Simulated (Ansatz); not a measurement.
**CH9NOSi2: one species, many methods**

Aim: compute CH9NOSi2 with functionals from several rungs and with coupled cluster, and see how far each lands from CCSD(T) at the basis-set limit for the atomisation energy.

The runs use Ansatz 0.2.0, Gaussian basis; functionals in def2-TZVPP, the program's frozen cores in correlated methods.

The runs, in order: PBE-D4, r2SCAN-D4, PBE0-D4, B3LYP-D4, ωB97X-V, ωB97M-V, B2PLYP; CCSD(T)/def2-TZVPP; MP2/def2-QZVPP; extrapolation to the limit.

### 1 The geometry

The geometry comes from an earlier relaxation with PBE0-D4 in a triple-zeta def2 set; it is a stationary point, not always the lowest conformer.

SMILES `C[SiH2]N[SiH2]O`, 14 atoms, charge 0, spin multiplicity 1.

Atoms are counted from 1 here; the program's logs count them from 0.

Bond lengths: C1–Si2 1.866 Å, C1–H6 1.093 Å, C1–H7 1.094 Å, C1–H8 1.093 Å, Si2–N3 1.733 Å, Si2–H9 1.487 Å, Si2–H10 1.490 Å, N3–Si4 1.718 Å, N3–H11 1.010 Å, Si4–O5 1.648 Å, Si4–H12 1.488 Å, Si4–H13 1.479 Å, O5–H14 0.958 Å. Angles: Si2–C1–H6 111.2°, Si2–C1–H7 110.7°, Si2–C1–H8 110.6°, H6–C1–H7 107.9°, H6–C1–H8 108.2°, H7–C1–H8 108.2°, C1–Si2–N3 113.4°, C1–Si2–H9 109.8°, C1–Si2–H10 108.9°, N3–Si2–H9 106.0°, N3–Si2–H10 109.2°, H9–Si2–H10 109.5°, Si2–N3–Si4 127.5°, Si2–N3–H11 116.8°, Si4–N3–H11 115.6°, N3–Si4–O5 114.2°, N3–Si4–H12 105.9°, N3–Si4–H13 110.8° and more.

### 2 PBE-D4 (GGA)

File in.yaml:

```yaml
crystal:
  periodic: [false, false, false]
  atoms:
    - {symbol: C, position_ang: [0.156424, -0.447857, 2.165783]}
    - {symbol: Si, position_ang: [-0.112880, 0.915645, 0.920703]}
    - {symbol: N, position_ang: [0.590669, 0.582313, -0.627931]}
    - {symbol: Si, position_ang: [-0.207707, 0.011736, -2.037561]}
    - {symbol: O, position_ang: [-0.766561, -1.534100, -1.918197]}
    - {symbol: H, position_ang: [1.221962, -0.618783, 2.339969]}
    - {symbol: H, position_ang: [-0.303446, -0.191978, 3.124394]}
    - {symbol: H, position_ang: [-0.286572, -1.382368, 1.813136]}
    - {symbol: H, position_ang: [-1.569208, 1.096385, 0.679319]}
    - {symbol: H, position_ang: [0.463188, 2.180225, 1.458560]}
    - {symbol: H, position_ang: [1.591071, 0.692590, -0.707029]}
    - {symbol: H, position_ang: [0.781692, 0.132741, -3.142716]}
    - {symbol: H, position_ang: [-1.437485, 0.790297, -2.297331]}
    - {symbol: H, position_ang: [-0.121137, -2.226846, -1.771088]}
basis:
  gaussian: {orbitals: def2-TZVPP}
hamiltonian: {xc: pbe, dispersion: d4}
output: {forces: true, orbitals: {seedname: orbitals}}
```

Command:

```
$ ansatz run in.yaml --threads 2 --pin off --events-out ev --progress --plain --max-ram 32768MiB --backend cuda --devices 0, --max-vram 18GiB
```

After this run come: r2SCAN-D4 (meta-GGA); PBE0-D4 (hybrid); B3LYP-D4 (hybrid); ωB97X-V (range-separated); ωB97M-V (range-separated); B2PLYP (double hybrid); CCSD(T) in def2-TZVPP; MP2 in def2-QZVPP.

Q: Predict the results of all the runs planned. Wanted: atomisation energy, CCSD(T)/CBS; farthest; mean size of error, hybrid; mean size of error, range-separated; gap, smallest and largest; T1 diagnostic; triples share of the correlation energy.

As calculated:

| quantity | value |
| --- | --- |
| atomisation energy, CCSD(T)/CBS | 4995.0 kJ/mol |
| functionals within 25.0 kJ/mol (0.5 %) | PBE-D4, B3LYP-D4, ωB97X-V, ωB97M-V |
| farthest | B2PLYP (-70.4 kJ/mol) |
| mean size of error, hybrid | 37.5 kJ/mol |
| mean size of error, range-separated | 6.2 kJ/mol |
| gap, smallest and largest | 5.81 eV (PBE-D4), 12.32 eV (ωB97X-V) |
| T1 diagnostic | 0.0108 |
| triples share of the correlation energy | 3.5 % |

PBE-D4 misses by -5.7 kJ/mol. Double hybrids carry the basis error of their MP2 part in triple zeta, and no dispersion term here, so their miss is partly the set-up's. Misses under about 25.0 kJ/mol are within the doubt on the reference itself, which lacks core-valence correlation, relativity and higher excitations. Hartree-Fock recovers 73 % of the binding; the rest is correlation. Orbital gaps span 5.8 to 12.3 eV; exact exchange widens them.
